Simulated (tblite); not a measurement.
# C14H14O: the cost of one run

Programs: tblite 0.8.0 and PySCF 2.14.0, with routines of our own; each step states its level. All values are computed. Atoms count from 0.

### Step 1. The starting structure

29 atoms, charge 0, multiplicity 1; geometry from: force field or distance geometry start.

### Step 2. Relaxing the molecule with GFN2-xTB

The job: settings as JSON, then the geometry in Å.

```
{"job": {"kind": "relax", "xc": "GFN2-xTB", "basis": "xTB"}, "charge": 0, "multiplicity": 1}
C      4.793000    -0.353100     1.277200
O      4.045700    -1.265800     0.470500
C      2.846000    -0.852300     0.014900
C      2.261000     0.410300     0.220200
C      1.005500     0.702600    -0.305000
C      0.302100    -0.242100    -1.077500
C     -1.045700     0.091600    -1.666900
C     -2.116200     0.362500    -0.630700
C     -2.714100     1.620200    -0.541800
C     -3.720900     1.868300     0.406700
C     -4.132000     0.852500     1.261600
C     -3.548900    -0.411300     1.181900
C     -2.553300    -0.655100     0.245600
C      0.895900    -1.495600    -1.294000
C      2.142100    -1.783600    -0.748900
H      5.714800    -0.836200     1.589500
H      4.237100    -0.089800     2.193700
H      5.044400     0.541200     0.706800
H      2.758500     1.171000     0.820800
H      0.577800     1.686500    -0.121300
H     -1.395500    -0.721600    -2.306400
H     -0.927100     0.956800    -2.326300
H     -2.404100     2.435400    -1.194000
H     -4.178900     2.846900     0.466000
H     -4.903500     1.051400     2.002800
H     -3.873600    -1.201600     1.858400
H     -2.096900    -1.641900     0.186200
H      0.377500    -2.250100    -1.876000
H      2.589200    -2.769200    -0.926700
```

Run with:

```console
> OMP_NUM_THREADS=2 python excited_run.py task.json out
```

This one command runs all jobs of the session in turn.

Q: Estimate the wall time and peak memory of this first job on 2 threads of Intel Xeon at 2.50GHz, shared host.

About 2.9 s, with a peak of 0.18 GiB.
